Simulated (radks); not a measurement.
**Kr⁴⁺ in [Ar] 3d10 4s2 4p2: an all-electron calculation**

An exercise on one series of results from a longer session: the logs are not shown, and one member is left open.

Program: radks (a radial shooting solver on a logarithmic mesh, Libxc functionals) version 1. Level of theory: Dirac Kohn-Sham, PBE, spin-unpolarised, spherical densities, finite nucleus; open shells are shared between the two j in proportion to 2j + 1. These are calculated values, not measurements, unless marked.

## Starting point

```
element            : krypton (Z = 36)
charge             : +4
electrons          : 32
configuration      : [Ar] 3d10 4s2 4p2
nuclear rms radius : 4.1884 fm
```

The outer shells:

Kr⁴⁺
```
[Ar] core
3d [↑↓][↑↓][↑↓][↑↓][↑↓]
4s [↑↓]
4p [↑ ][↑ ][  ]
```

The first run:

Settings of this run:

```text
Z 36
configuration [Ar] 3d10 4s2 4p2
relativity Dirac
functional pbe,pbe
spin unpolarised
j_filling average
nucleus finite rms 4.1884 fm
c 137.035999084
```

One table of the session follows, with a row left open; its other results are not shown here.

It belongs to the step «Orbitals and density». From the orbitals of this run (lengths in bohr):

| level | <r> | outermost maximum (interpolated) | 90 % within | nodes |
| --- | --- | --- | --- | --- |
| 1s1/2 | 0.04148 | 0.0271 | 0.0742 | 0 |
| 2s1/2 | 0.1832 | 0.154 | 0.284 | 1 |
| 2p1/2 | ? | ? | ? | ? |
| 2p3/2 | 0.1613 | 0.124 | 0.263 | 0 |
| 3s1/2 | 0.5296 | 0.467 | 0.787 | 2 |
| 3p1/2 | 0.5325 | 0.457 | 0.812 | 1 |
| 3p3/2 | 0.5429 | 0.466 | 0.827 | 1 |
| 3d3/2 | 0.5497 | 0.409 | 0.899 | 0 |
| 3d5/2 | 0.5535 | 0.412 | 0.904 | 0 |
| 4s1/2 | 1.430 | 1.28 | 2.07 | 3 |
| 4p1/2 | 1.584 | 1.40 | 2.32 | 2 |
| 4p3/2 | 1.607 | 1.42 | 2.36 | 2 |

Estimate the missing values for 2p1/2.

As computed: <r>: 0.1573; outermost maximum (interpolated): 0.121; 90 % within: 0.257; nodes: 0. In the column «<r>» it lies between 1s1/2 (0.04148) and 2p3/2 (0.1613).

Caveats from the session: Spin polarisation and multiplet splitting are left out.
